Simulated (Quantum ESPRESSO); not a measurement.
A Quantum ESPRESSO 7.5 run (PBE) on a crystal of composition PtSe lists these optical modes at the zone centre:

```csv
symmetry,cm⁻¹,components,active in
A''2,128i,1,IR
E',126i,2,IR and Raman
```

Question: How many atoms does the primitive cell hold, does the crystal have a centre of inversion, and what is its point group?

Answer: 3 optical and 3 acoustic modes make 2 atoms. No label carries g or u, so there is no centre of inversion. The point group is -6m2 (space group P-6m2, No. 187).

The cell:

```yaml
crystal:
  lattice:
    - [3.70187, 0.00000, 0.00000]
    - [-1.85094, 3.20591, 0.00000]
    - [0.00000, 0.00000, 3.61284]
  atoms:
    - { symbol: Pt, position: [0.00000, 0.00000, 0.00000] }
    - { symbol: Se, position: [0.66667, 0.33333, 0.50000] }
```

Caveat: the k mesh is coarse (spacing up to 0.43 Å⁻¹), so the values aren't converged; the mesh is thin for the phonons of a metal; some modes are imaginary; the cell is more than 3 GPa from zero pressure, which shifts response properties.
